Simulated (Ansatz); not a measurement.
# AlNH2ClF (SMILES [NH2][Al]([F])[Cl]) at revPBE/aug-cc-pVDZ

Aim: the energy change on altering one bond length of AlNH2ClF at revPBE/aug-cc-pVDZ, from 2 runs. 

The calculation is run with Ansatz 0.2.0.

98 further runs of the same task are left out: 98 set aside as unsound or not needed.

## Step 1: The molecule

AlNH2ClF has 6 atoms, charge 0, and is taken as a singlet. SMILES: `[NH2][Al]([F])[Cl]`. Geometry: relaxed at PBE0-D4/def2-TZVP.

Bond lengths: N1–Al2 1.746 Å, Al2–F3 1.641 Å, Al2–Cl4 2.079 Å, N1–H5 1.006 Å, N1–H6 1.006 Å. Angles: N1–Al2–F3 119.8°, N1–Al2–Cl4 121.2°, F3–Al2–Cl4 119.0°, Al2–N1–H5 124.6°, Al2–N1–H6 124.3°, H5–N1–H6 111.1°.

## Step 2: A single-point energy at revPBE/aug-cc-pVDZ

job.yaml reads:

```yaml
crystal:
  periodic: [false, false, false]
  atoms:
    - {symbol: N, position_ang: [-0.112300, 0.982600, -0.025800]}
    - {symbol: Al, position_ang: [0.152500, -0.739100, 0.092300]}
    - {symbol: F, position_ang: [1.041800, -1.345500, 1.331100]}
    - {symbol: Cl, position_ang: [-0.641100, -2.049400, -1.313600]}
    - {symbol: H, position_ang: [0.246300, 1.661500, 0.624800]}
    - {symbol: H, position_ang: [-0.645100, 1.426000, -0.754900]}
basis:
  gaussian:
    orbitals: aug-cc-pVDZ
hamiltonian:
  xc: {name: revPBE}
accuracy: high
output:
  orbitals: {seedname: orbitals}
```

Launch:

```console
$ ansatz run job.yaml --threads 1 --pin off --max-ram 3480MiB --events-out events.jsonl --progress --plain --runs-dir runs
```

Output:

```text
Warning: RAYON_NUM_THREADS=1 ignored (pool sized by the plan → 1); use --threads N
Functional definition: revPBE
  name "revPBE"
  parameter kappa = 1.245
  parameter beta = 0.06672455060314922
  exchange = pbe_x(kappa = kappa, mu = beta*pi^2/3)
  correlation = pbe_c(beta = beta)
2354 factors; integrals over basis functions are off by at most 4.0e-9 eV
mean field evaluation 1: about -23345.8315 eV, gradient 8.3e1 eV
mean field evaluation 2: about -23291.4860 eV, gradient 1.6e2 eV
mean field evaluation 4: about -23358.9719 eV, gradient 1.3e1 eV
mean field evaluation 8: about -23359.3888 eV, gradient 5.1e-1 eV
mean field evaluation 16: about -23359.3916 eV, gradient 4.9e-5 eV
mean field -23359.39164555 eV, -858.4418094098 hartree, gradient 6.2e-8 eV, S^2 0.000000; 0 other end points of the search recorded, 0 dependent functions left out
reference -23359.39165253 eV, -858.4418096660 hartree; 24, 24 occupied and 94, 94 virtual orbitals, 2354 factors
Total energy: -23359.39165253 eV, -858.4418096660 hartree
```

Run time: 12 s. Hardware: 1 thread of Intel Xeon Platinum 8259CL at 2.50GHz (Skylake/Cascade Lake), shared host; peak memory 0.37 GiB.

## Step 3: The distorted shape at the same level

in.yaml reads:

```yaml
crystal:
  periodic: [false, false, false]
  atoms:
    - symbol: N
      position_ang: [-0.291616, 0.643119, -0.351130]
    - symbol: Al
      position_ang: [-0.026816, -1.078581, -0.233030]
    - symbol: F
      position_ang: [0.862484, -1.684981, 1.005770]
    - symbol: Cl
      position_ang: [-0.820416, -2.388881, -1.638930]
    - symbol: H
      position_ang: [0.246300, 1.661500, 0.624800]
    - symbol: H
      position_ang: [-0.824416, 1.086519, -1.080230]
basis:
  gaussian: {orbitals: aug-cc-pVDZ}
hamiltonian: {xc: {name: revPBE}}
accuracy: high
output: {orbitals: {seedname: orbitals}}
```

Launch:

```console
$ ansatz run in.yaml --threads 1 --pin off --max-ram 3480MiB --events-out events.jsonl --progress --plain --runs-dir runs
```

Output:

```text
Warning: RAYON_NUM_THREADS=1 ignored (pool sized by the plan → 1); use --threads N
[... 6 set-up lines as earlier in the session ...]
2377 factors; integrals over basis functions are off by at most 3.4e-9 eV
mean field evaluation 1: about -23341.6936 eV, gradient 8.6e1 eV
mean field evaluation 2: about -23267.9528 eV, gradient 1.6e2 eV
mean field evaluation 4: about -23356.0721 eV, gradient 2.3e1 eV
mean field evaluation 8: about -23357.2268 eV, gradient 6.7e-1 eV
mean field evaluation 16: about -23357.2280 eV, gradient 1.2e-4 eV
mean field -23357.22800880 eV, -858.3622972255 hartree, gradient 5.2e-8 eV, S^2 0.000000; 0 other end points of the search recorded, 0 dependent functions left out
reference -23357.22801611 eV, -858.3622974943 hartree; 24, 24 occupied and 94, 94 virtual orbitals, 2377 factors
Total energy: -23357.22801611 eV, -858.3622974943 hartree
```

Wall time 12 s (1 thread of Intel Xeon Platinum 8259CL at 2.50GHz (Skylake/Cascade Lake), shared host); peak memory 0.37 GiB.

## Step 4: Outcome

Level: revPBE/aug-cc-pVDZ.

| quantity | value |
| --- | --- |
| first shape: total energy | -858.44181 Eh |
| first shape: HOMO energy | -6.63 eV |
| first shape: LUMO energy | -1.73 eV |
| first shape: HOMO–LUMO gap | 4.90 eV |
| distorted shape: total energy | -858.36230 Eh |
| distorted shape: HOMO energy | -6.46 eV |
| distorted shape: LUMO energy | -3.01 eV |
| distorted shape: HOMO–LUMO gap | 3.45 eV |
| energy change with the N1–H5 bond stretched from 1.006 to 1.510 Å | 2.164 eV |

**Reading.** With the N1–H5 bond stretched from 1.006 to 1.510 Å the energy rises by 2.16 eV (209 kJ/mol). The first shape isn't relaxed at this level, so the change isn't measured from a minimum.
